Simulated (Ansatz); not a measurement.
## Tc₃Pt, space group P-6m2: an equation of state with a fit, step by step

Program: Ansatz's Python interface.

Notebook, run cell by cell (the value of a cell's last expression is shown):

In [1]:
```python
import warnings

import ansatz as az
from ase.eos import EquationOfState
from ase.units import GPa
import numpy as np
```

In [2]:
```python
config = {
    "xc": "r2scan",
    "filling": "gaussian",
    "smearing_width": 0.1,
    "mesh": (10, 10, 3),
}
```

In [3]:
```python
vectors0 = np.array([
    [2.762307, 0.0, 0.0],
    [-1.381154, 2.392228, 0.0],
    [0.0, 0.0, 8.955736],
])
sites = [
    ("Tc", (0.0, 0.0, 0.0)),
    ("Tc", (1 / 3, 2 / 3, 0.755711)),
    ("Tc", (1 / 3, 2 / 3, 0.244289)),
    ("Pt", (0.0, 0.0, 0.5)),
]
```

In [4]:
```python
def make_crystal(cell):
    crystal = az.Crystal(lattice=az.Lattice.of(cell))
    for symbol, position in sites:
        crystal = crystal.atom(symbol, position)
    return crystal
```

In [5]:
```python
warnings.simplefilter("ignore", az.DeckWarning)
```

In [6]:
```python
# scale the volume, keep shape and fractions
volumes, energies = [], []
for scale in np.linspace(0.95, 1.07, 5):
    cell = vectors0 * scale ** (1 / 3)
    setup = (
        make_crystal(cell).calculation()
        .functional(config["xc"])
        .basis(37 * az.Ry)
        .occupations(config["filling"], width=config["smearing_width"])
        .kpoints(*config["mesh"])
    )
    summary = setup.run(threads=1, backend="cpu").report
    volumes.append(abs(np.linalg.det(cell)) / len(sites))
    energies.append(summary["free_energy_ev"] / len(sites))
    print(f"V = {volumes[-1]:8.4f} A^3/atom  F = {energies[-1]:.5f} eV/atom")

eos = EquationOfState(volumes, energies, eos="murnaghan")
v0, e0, bulk = eos.fit()
print(f"V0 = {v0:.4f} A^3/atom, E0 = {e0:.5f} eV/atom, B = {bulk / GPa:.1f} GPa")
eos.plot("eos.png")
```
```text
V =  14.0553 A^3/atom  F = -7191.48135 eV/atom
V =  14.4991 A^3/atom  F = -7191.48880 eV/atom
V =  14.9430 A^3/atom  F = -7191.47040 eV/atom
V =  15.3868 A^3/atom  F = -7191.43032 eV/atom
V =  15.8307 A^3/atom  F = -7191.37211 eV/atom
V0 = 14.3936 A^3/atom, E0 = -7191.48956 eV/atom, B = 315.4 GPa
```
Out [6]:
```text
<Axes: title={'center': 'murnaghan: E: -7191.490 eV, V: 14.394 Å$^3$, B: 315.413 GPa'}, xlabel='volume [Å$^3$]', ylabel='energy [eV]'>
```

A third-order Birch-Murnaghan fit through the 5 points has its minimum at 14.39 Å³ an atom, 2.7 % below the typed cell, with a bulk modulus of 315 GPa and dB/dP = 4.7. From that minimum the energy rises by 8.2 meV an atom on the compressed side and 117.4 meV on the expanded side. The window is off centre, so dB/dP is rough.

What to keep in mind:
- Total energies depend on the potentials; only differences at equal settings carry meaning.
- The run is spin-unpolarised.
- Shape and fractional positions are held along the curve, so the bulk modulus is an upper value where they are free to relax, by a factor of two or more in layered or hydrogen-bonded cells.
- For a metal this k-point mesh is coarse: on a finer one energies can move by several to tens of meV an atom and pressures by half a GPa or more, differences at one mesh by less.
- Spin-orbit coupling, which matters for elements this heavy, is left out.
- The structure comes from a database of computed cells and needn't be a stable or known phase.
- Hardware and time: 94 s on 1 thread of Arm Neoverse V2, with other jobs on the host, peak memory 0.51 GiB.
